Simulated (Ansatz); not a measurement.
# MnPt3: biaxial strain in the a-b plane

The task here is to estimate one member of a computed series from the others.

Computed with Ansatz 0.2.0 (DFT PBEsol, scalar-relativistic, plane waves, PAW, unless a step's input says otherwise).

2 further runs of the same task are left out: 2 set aside as unsound or not needed.

### The structure to begin with

The structure is cubic, space group Pm-3m (No. 221). Conventional cell: a = 3.873 Å, b = 3.873 Å, c = 3.873 Å, α = 90.00°, β = 90.00°, γ = 90.00°. Mn (site symmetry m-3m) is surrounded by 12 Pt at 2.74 Å. Pt (site symmetry 4/mmm) has 4 Mn at 2.74 Å and 8 Pt at 2.74 Å as nearest neighbours.

Structure file:

```xyz
4
Lattice="3.8731 0.0000 0.0000 0.0000 3.8731 0.0000 0.0000 0.0000 3.8731" Properties=species:S:1:pos:R:3 pbc="T T T"
Mn    0.0000    0.0000    0.0000
Pt    0.0000    1.9365    1.9365
Pt    1.9365    0.0000    1.9365
Pt    1.9365    1.9365    0.0000
```

It is the result of an earlier relaxation at this level (volume 14.52 Å³/atom; gap on the mesh: none (metal), site moments up to 3.7 μB).

The first run:

input.yaml reads:

```yaml
crystal:
  lattice:
    - [3.8730712851, 0.0, 0.0]
    - [0.0, 3.8730712851, 0.0]
    - [0.0, 0.0, 3.8730712851]
  atoms:
    - { symbol: Mn, position: [0.0, 0.0, 0.0], spin: 4.07 }
    - { symbol: Pt, position: [0.0, 0.5, 0.5], spin: 0.17 }
    - { symbol: Pt, position: [0.5, 0.0, 0.5], spin: 0.17 }
    - { symbol: Pt, position: [0.5, 0.5, 0.0], spin: 0.17 }
basis:
  ecutwfc: 420
kpoints:
  mp_grid: { grid: [14, 14, 14] }
hamiltonian:
  xc: pbesol
scf:
  occupations: { method: gaussian, width: 0.1 }
output:
  forces: true
  stress: true
  eigenvalues: true
  populations: true
magnetization:
  spin_polarized: true
```

Launch:

```
$ ansatz run input.yaml --threads 1 --pin off --max-ram 2560MiB --backend cpu --events-out ev --progress --plain --runs-dir out
```

Among the steps run: Zero strain; Strain -1.0 %; Strain +1.0 %; Strain -2.0 %; Strain +2.0 %; The cell strained by -3.0 %; At +3.0 %.

One table of the session follows, with a row left open; its other results are not shown here.

Lengths are those of the vectors of the cell that was run; stresses in GPa:

```
strain (%)  ΔE (meV/atom)  a (Å)  b (Å)  c (Å)  moment (μB/cell)
      -3.0           30.7  3.757  3.757  4.005              4.16
      -2.0           13.1  3.796  3.796  3.960              4.18
      -1.0            3.1  3.834  3.834  3.916              4.20
      +0.0            0.0  3.873  3.873  3.873              4.21
      +1.0              ?      ?      ?      ?                 ?
      +2.0           10.6  3.951  3.951  3.784              4.23
      +3.0           22.6  3.989  3.989  3.739              4.23
```

Estimate the missing values for strain (%) = +1.0.

Worked estimate for «ΔE (meV/atom)». A straight line through the neighbours (0.0, 0.0) and (2.0, 10.6) gives 0.0 + (10.6 − 0.0) × (1.0 − 0.0) / (2.0 − 0.0) = 5.3; a parabola fitted to 4 rows on both sides gives 2.8.

**Answer.** ΔE (meV/atom): 2.8; a (Å): 3.912; b (Å): 3.912; c (Å): 3.829; moment (μB/cell): 4.23. In «ΔE (meV/atom)» the line misses by +2.5 and the parabola by 0.0.

ΔE is over the unstrained cell. Stress in GPa, positive in compression, on the Cartesian axes of the input. 
